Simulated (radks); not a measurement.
# In²⁺ in [Kr] 4d10 5s0.75 4f0.25: an all-electron calculation

The task here is to estimate one member of a computed series from the others.

Method: scalar-relativistic Kohn-Sham, LDA (Slater exchange, Perdew-Wang correlation), spin-unpolarised, spherical densities, finite nucleus. Code: radks (a radial shooting solver on a logarithmic mesh, Libxc functionals) version 1.

### The system

```
element            : indium (Z = 49)
charge             : +2
electrons          : 47
configuration      : [Kr] 4d10 5s0.75 4f0.25
nuclear rms radius : 4.6156 fm
```

The first run:

Settings of this run:

```text
Z 49
configuration [Kr] 4d10 5s0.75 4f0.25
relativity scalar-relativistic
functional lda,pw
spin unpolarised
nucleus finite rms 4.6156 fm
c 137.035999084
```

Among the steps run: Self-consistent calculation.

One of the session's tables, all rows but one given; the rest of the session is left out.

It belongs to the step «Orbitals and density». Sizes of the orbitals, from the radial functions (bohr):

| level | <r> | outermost maximum (interpolated) | 90 % within | nodes |
| --- | --- | --- | --- | --- |
| 1s | 0.02974 | 0.0192 | 0.0534 | 0 |
| 2s | 0.1286 | 0.109 | 0.199 | 1 |
| 2p | 0.1122 | 0.0869 | 0.183 | 0 |
| 3s | 0.3492 | 0.316 | 0.514 | 2 |
| 3p | 0.3476 | 0.309 | 0.523 | 1 |
| 3d | 0.3246 | 0.258 | 0.512 | 0 |
| 4s | 0.8475 | 0.769 | 1.23 | 3 |
| 4p | 0.9209 | 0.815 | 1.36 | 2 |
| 4d | ? | ? | ? | ? |
| 5s | 2.301 | 2.02 | 3.34 | 4 |
| 4f | 6.446 | 5.83 | 9.54 | 0 |

Estimate the missing values for 4d.

As computed: <r>: 1.164; outermost maximum (interpolated): 0.930; 90 % within: 1.82; nodes: 1. In the column «<r>» it lies between 4p (0.9209) and 5s (2.301).
